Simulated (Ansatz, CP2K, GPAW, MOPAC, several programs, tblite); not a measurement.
**InAs (F-43m) from semi-empirical methods to plane-wave DFT**

InAs (started from an entry of an open crystallographic database), relaxed with r2SCAN in Ansatz, was computed with several methods. The symmetry is F-43m (No. 216, cubic); a = 6.109 Å in the conventional setting, 28.50 Å³ an atom. Around In lie 4 As at 2.65 Å; around As lie 4 In at 2.65 Å. Calculated for a static, non-magnetic cell.

```
In As
1.0
     0.00000    3.05459    3.05459
     3.05459    0.00000    3.05459
     3.05459    3.05459    0.00000
In As
1 1
Direct
  0.00000 0.00000 0.00000
  0.25000 0.25000 0.25000
```

Gaps and times are for a single point on this cell; volume and bulk modulus come from each method's own relaxation or energy curve at fixed shape. Times are rough, from shared hosts (Arm Neoverse V1), and each method has its own mesh and cell size. PM6 (MOPAC), PM7 (MOPAC), GFN2-xTB (tblite) treat a cluster of cells at its zone centre, which samples few k points: where these miss a band edge, the gap comes out too large for that reason alone. Gaps from k meshes are read at a limited set of points (mesh, symmetry points, PBE's band edges), so each method's own least gap may be somewhat smaller. xTB and the PM methods were fitted mostly to molecules, and can miss a solid's gap by electronvolts. Minimal bases can be far off for gaps. d marks a direct gap, i an indirect one (no mark: not told apart), a dash a value that wasn't computed or didn't pass its checks.

```csv
method,kind,gap (eV),own volume (Å³/atom),bulk modulus (GPa),atoms computed,processor time
light PBE (260 eV and a coarse mesh),light plane-wave,0,–,–,2,1 s
PBE,semilocal,0,29.63,48,2,3.9 s
PBE/single zeta (GPAW),small basis,0,–,–,2,4.1 s
PM6 (MOPAC),semi-empirical,4.40,–,–,64,5.7 s
GFN2-xTB (tblite),tight binding,0,–,–,64,6 s
PBE/SZV (CP2K),small basis,0,30.96,49,2,7.3 s
PM7 (MOPAC),semi-empirical,5.72,27.80,86,64,9.4 s
r2SCAN,semilocal,0.08 d,28.50,56,2,10 s
PBE/DZVP (CP2K),small basis,0,30.05,49,2,24 s
```

Volumes against r2SCAN's: PBE +4.0 %, PBE/SZV (CP2K) +8.6 %, PM7 (MOPAC) -2.5 %, PBE/DZVP (CP2K) +5.4 %.

Runs without a result: GFN1-xTB (tblite) (single point).

With PBE the bands overlap or touch, or nearly. Semilocal functionals can close a real gap, so this doesn't show a metal; small gaps of other methods may in turn close between the points read or with spin-orbit coupling, and the solid may be a semimetal.

Spin-orbit coupling is left out, which matters wherever the heavy atoms make up the band edges.
